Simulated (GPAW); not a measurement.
# AlSn (P-6m2) in GPAW: reference runs

How does AlSn come out in PBEsol? The cell is run as given and disturbed.

Program: GPAW 26.7.0. These are calculated values, not measurements. Logs are shortened: lines on timing, memory, paths and dates and some standing lists are left out, and cuts for length are marked. The log counts tension as positive stress, the text compression.

## (1) Starting point

Symmetry: P-6m2, No. 187, hexagonal system. Conventional cell: a = 4.198 Å, b = 4.198 Å, c = 3.307 Å, α = 90.00°, β = 90.00°, γ = 120.00°. Sn (site symmetry -6m2) has 6 Al at 2.93 Å and 2 Sn at 3.31 Å as nearest neighbours. Around Al (site symmetry -6m2) lie 6 Sn at 2.93 Å and 2 Al at 3.31 Å.

The cell comes from a database or a generator and needn't be the stable form of this composition.

## (2) Single point, PBEsol

File run.py:

```python
from ase import Atoms
from ase.dft.bandgap import bandgap
from ase.io import write
from ase.units import Bohr, GPa
from gpaw import GPAW, PW, setup_paths
from gpaw.elf import elf_from_dft_calculation

setup_paths.insert(0, '.')

atoms = Atoms(['Sn', 'Al'],
              cell=[[4.1981056157, 0.0, 0.0],
                    [-2.0990528078, 3.6356661109, 0.0],
                    [0.0, 0.0, 3.306847]],
              scaled_positions=[[0.3333333333, 0.6666666667, 0.5],
                                [0.0, 0.0, 0.0]],
              pbc=True)

calc = GPAW(mode=PW(600),
            xc='PBEsol',
            kpts={'size': (7, 7, 8), 'gamma': True},
            occupations={'name': 'fermi-dirac', 'width': 0.05},
            nbands=17,
            convergence={'density': 1e-05, 'energy': 1e-05},
            maxiter=150,
            txt='gpaw.txt')
atoms.calc = calc
energy = atoms.get_potential_energy()
forces = atoms.get_forces()
stress = atoms.get_stress()
calc.write('gs.gpw')
write('result.traj', atoms)
print(f'Energy: {energy:.6f} eV')
print('Forces (eV/A):')
print(forces.round(4))
print('Stress (GPa):', (stress / GPa).round(3))
print('Fermi level:', round(calc.get_fermi_level(), 4), 'eV')
print(f'Gap: {bandgap(calc)[0]:.4f} eV, direct: {bandgap(calc, direct=True)[0]:.4f} eV')

# fields on the real-space grid
write('density.cube', atoms, data=calc.get_pseudo_density() * Bohr**3)
write('potential.cube', atoms, data=calc.get_electrostatic_potential())
write('elf.cube', atoms, data=elf_from_dft_calculation(calc).data)
```

Potentials or basis: PAW data sets generated in the run's folder for this functional, pw.

Run with:

```console
$ gpaw-setup -f PBEsol Al Sn
$ OMP_NUM_THREADS=1 python run.py
```

gpaw.txt:

```text
__  _  _
 | _ |_)|_||  |
 |__||  | ||/\| - 26.7.0

Input parameters:
  mode=PW(ecut=600.0),
  convergence={'density': 1e-05, 'energy': 1e-05},
  kpts=MonkhorstPack(size=(7, 7, 8), gamma=True),
  maxiter=150,
  nbands=17,
  occupations=Occupations(name='fermi-dirac', width=0.05),
  xc=XC(name='PBEsol')

Diagonalizing LCAO Hamiltonian
Converting LCAO to pw mode

         Sn

       Al

Atoms  # Å, Bohr magnetons
|   | symbol |         x |        y |        z |    initial magnetic moments |
|---|--------|-----------|----------|----------|-----------------------------|
| 0 |     Sn | -0.000000 | 2.423777 | 1.653423 | ( 0.0000,  0.0000,  0.0000) |
| 1 |     Al |  0.000000 | 0.000000 | 0.000000 | ( 0.0000,  0.0000,  0.0000) |

Unit cell  # Å
| periodic |         x |        y |        z |  lengths |     angles |
|----------|-----------|----------|----------|----------|------------|
|      yes |  4.198106 | 0.000000 | 0.000000 | 4.198106 |  90.000000 |
|      yes | -2.099053 | 3.635666 | 0.000000 | 4.198106 |  90.000000 |
|      yes |  0.000000 | 0.000000 | 3.306847 | 3.306847 | 120.000000 |

Number of symmetries: 12
Symmetry operations  # r_c * U_cc + t_c -> r_c
|    | kind |            matrix            |
|----|------|------------------------------|
|  0 |  σ   |  1, 1, 0,  0,-1, 0,  0, 0, 1 |
|  1 |  C2  |  1, 1, 0,  0,-1, 0,  0, 0,-1 |
|  2 |  E   |  1, 0, 0,  0, 1, 0,  0, 0, 1 |
|  3 |  σ   |  1, 0, 0,  0, 1, 0,  0, 0,-1 |
|  4 |  C3  |  0, 1, 0, -1,-1, 0,  0, 0, 1 |
|  5 |  S3  |  0, 1, 0, -1,-1, 0,  0, 0,-1 |
|  6 |  σ   |  0,-1, 0, -1, 0, 0,  0, 0, 1 |
|  7 |  C2  |  0,-1, 0, -1, 0, 0,  0, 0,-1 |
|  8 |  σ   | -1, 0, 0,  1, 1, 0,  0, 0, 1 |
|  9 |  C2  | -1, 0, 0,  1, 1, 0,  0, 0,-1 |
| 10 |  C3  | -1,-1, 0,  1, 0, 0,  0, 0, 1 |
| 11 |  S3  | -1,-1, 0,  1, 0, 0,  0, 0,-1 |

BZ-sampling:
  Number of BZ points: 392
  Number of IBZ points: 40

  Monkhorst-Pack size: [7, 7, 8]
  Monkhorst-Pack shift: [0.0, 0.0, 0.0625]

K-points  # in reciprocal-cell coordinates
|     |                                coordinates |     weight |
|-----|--------------------------------------------|------------|
|   0 | (  0.00000000,   0.00000000,   0.00000000) | 0.00255102 |
|   1 | (  0.00000000,   0.00000000,   0.12500000) | 0.00510204 |
|   2 | (  0.00000000,   0.00000000,   0.25000000) | 0.00510204 |
|   3 | (  0.00000000,   0.00000000,   0.37500000) | 0.00510204 |
|   4 | (  0.00000000,   0.00000000,   0.50000000) | 0.00255102 |
|   5 | (  0.14285714,   0.00000000,   0.00000000) | 0.01530612 |
|   6 | (  0.14285714,   0.00000000,   0.12500000) | 0.03061224 |
|   7 | (  0.14285714,   0.00000000,   0.25000000) | 0.03061224 |
|   8 | (  0.14285714,   0.00000000,   0.37500000) | 0.03061224 |
|   9 | (  0.14285714,   0.00000000,   0.50000000) | 0.01530612 |
| ... |                                            |            |
|  39 | (  0.42857143,   0.42857143,   0.50000000) | 0.01530612 |

Plane wave coefficients: 1730
Cutoff: 600.0 eV

Spin-components: 1 (collinear spins)
Bands:           17
Projectors:      11
Spin-degeneracy: 2
Datatype:        complex128

Parallelization:
  kpt:    1
  domain: 1
  band:   1

Density:
  Valence electrons: 17.0
  Components: 1
  Grid points: [24 24 20]
  Charge: 0.0  # |e|

Potential:
  Grid points: [24 24 20]

species:
  Sn:
    name:    Tin
    Z:       50.0
    valence: 14
    core:    36
    charge:  0.0  # [|e|]
    compensation charges:
      type: gauss
      rc: 0.38  # [Å]
      lmax: 2
    cutoffs:
      filter: 2.23  # [Å]
      core: 2.35  # [Å]
    projectors
    | kind |    occ | energy [eV] | rcut [Å] |
    |------|--------|-------------|----------|
    |   5s |  2.000 |     -10.584 |    1.201 |
    |   5p |  2.000 |      -3.711 |    1.270 |
    |   4d | 10.000 |     -25.798 |    1.185 |
    |    s |        |      16.628 |    1.201 |
    |    p |        |      23.501 |    1.270 |
    |    d |        |       1.413 |    1.185 |

    Using partial waves for Sn as LCAO basis

  Al:
    name:    Aluminium
    Z:       13.0
    valence: 3
    core:    10
    charge:  0.0  # [|e|]
    compensation charges:
      type: gauss
      rc: 0.34  # [Å]
      lmax: 2
    cutoffs:
      filter: 1.91  # [Å]
      core: 2.36  # [Å]
    projectors
    | kind |    occ | energy [eV] | rcut [Å] |
    |------|--------|-------------|----------|
    |   3s |  2.000 |      -7.715 |    1.085 |
    |   3p |  1.000 |      -2.689 |    1.085 |
    |    s |        |      19.497 |    1.085 |
    |    p |        |      24.522 |    1.085 |
    |    d |        |       0.000 |    1.085 |

    Using partial waves for Al as LCAO basis

Reference energy: -174526.031072  # eV

eigensolver:
[... 26 lines left out ...]
convergence criteria:
- Maximum integral of absolute [dens]ity change: 1e-05 electrons / valence electron
- Maximum [total energy] change in last 3 cyles: 1e-05 eV / valence electron
- Maximum integral of absolute [eigenst]ate change: 4e-08 eV^2 / valence electron
maximum number of iterations: 150

SCF iterations
|iter     | |      energy | eigst |  dens |
|---------|-|-------------|-------|-------|
|iter:   1| |   -8.200091 | -0.01 |       |
|iter:   2| |   -8.198664 | -2.49 | -1.38 |
|iter:   3| |   -8.169302 | -2.65 | -1.40 |
|iter:   4| |   -8.168552 | -3.40 | -1.92 |
|iter:   5| |   -8.168657 | -4.70 | -2.67 |
|iter:   6| |   -8.168669c| -5.88 | -3.26 |
|iter:   7| |   -8.168671c| -6.92 | -3.85 |
|iter:   8| |   -8.168671c| -7.52c| -4.60 |
|iter:   9| |   -8.168671c| -7.87c| -5.27c|

Converged in 9 steps
Energy contributions relative to reference atoms: (reference = -174526.031072)

Energy contributions:
  Kinetic:           5.357722
  Coulomb:          -4.194561
  Zero:             -0.000405
  External:          0.000000
  Xc:               -9.329431
  Entropy:          -0.003993
  Spinorbit:         0.000000
  ----------------------------
  Free energy:      -8.170667
  Extrapolated:     -8.168671

dipole moment: (-5.544006, -5.159058, -5.702850)  # |e|*Ang

Fermi level: 5.574
Eigenvalues  # (at kpt = [0.000, 0.000, 0.000])
| band index |      eig [eV] | occ [0-2] |
|------------|---------------|-----------|
|          0 |       -15.699 |     2.000 |
|          1 |       -15.592 |     2.000 |
|          2 |       -15.592 |     2.000 |
|          3 |       -15.572 |     2.000 |
|          4 |       -15.572 |     2.000 |
|          5 |        -4.878 |     2.000 |
[... 9 lines left out ...]
|         15 |        19.019 |     0.000 |
|         16 |        19.024 |     0.000 |

No gap
No difference between direct/indirect transitions

Forces  # eV/Ang
|       x |        y |       z |
|---------|----------|---------|
| 0.00000 |  0.00000 | 0.00000 |  # Sn   0
| 0.00000 | -0.00000 | 0.00000 |  # Al   1

Stress tensor  # eV/Ang^3
|         x |         y |        z |
|-----------|-----------|----------|
|  0.012131 | -0.000000 | 0.000000 |
| -0.000000 |  0.012131 | 0.000000 |
|  0.000000 |  0.000000 | 0.011351 |

# Writing to gs.gpw (mode='')
```

It took 16 s on 1 thread of Arm Neoverse V2, shared host; peak memory 0.16 GiB.

Results:

```yaml
Free_energy: -8.1707 eV
Pressure: -1.9 GPa
Band_gap_on_the_k_mesh: none (metal or under the smearing width)
```

## (3) Single point, PBEsol (atoms moved at random, drawn with an rms of 0.05 Å)

Changes to run.py since step 2:

```diff
@@ -3,5 +3,4 @@
 from ase.io import write
-from ase.units import Bohr, GPa
+from ase.units import GPa
 from gpaw import GPAW, PW, setup_paths
-from gpaw.elf import elf_from_dft_calculation
 
@@ -13,4 +12,4 @@
                     [0.0, 0.0, 3.306847]],
-              scaled_positions=[[0.3333333333, 0.6666666667, 0.5],
-                                [0.0, 0.0, 0.0]],
+              scaled_positions=[[0.331463, 0.66059, 0.495865],
+                                [0.005642, 0.004275, -0.005453]],
               pbc=True)
@@ -37,6 +36 @@
 print(f'Gap: {bandgap(calc)[0]:.4f} eV, direct: {bandgap(calc, direct=True)[0]:.4f} eV')
-
-# fields on the real-space grid
-write('density.cube', atoms, data=calc.get_pseudo_density() * Bohr**3)
-write('potential.cube', atoms, data=calc.get_electrostatic_potential())
-write('elf.cube', atoms, data=elf_from_dft_calculation(calc).data)
```

Potentials or basis: PAW data sets generated in the run's folder for this functional, pw.

Run with:

```console
$ gpaw-setup -f PBEsol Al Sn
$ OMP_NUM_THREADS=1 python run.py
```

It took 63 s on 1 thread of Arm Neoverse V2, shared host; peak memory 0.3 GiB.

The run converged. Its results:

```
Free energy            : -8.1679 eV
Pressure               : -1.9 GPa
Largest force          : 0.143 eV/Å
Band gap on the k mesh : none (metal or under the smearing width)
```

Forces in eV/Å, atoms in the order of the input:
```
Sn   0.032  0.139 -0.007
Al  -0.032 -0.139  0.007
```

Stress tensor (GPa, compression positive):
```
-2.32 -0.10  0.00
-0.10 -1.52 -0.01
 0.00 -0.01 -1.80
```

Levels at points of the mesh, in eV from the Fermi level:
```
           k point  band 5  band 6  band 7  band 8  band 9  band 10  band 11  band 12
(0.00, 0.00, 0.00)  -21.14  -10.45   -0.30   -0.13    0.70     2.59     3.03     3.22
(0.00, 0.00, 0.50)  -21.09   -7.43   -6.21    2.64    2.77     3.57     3.64     3.77
```
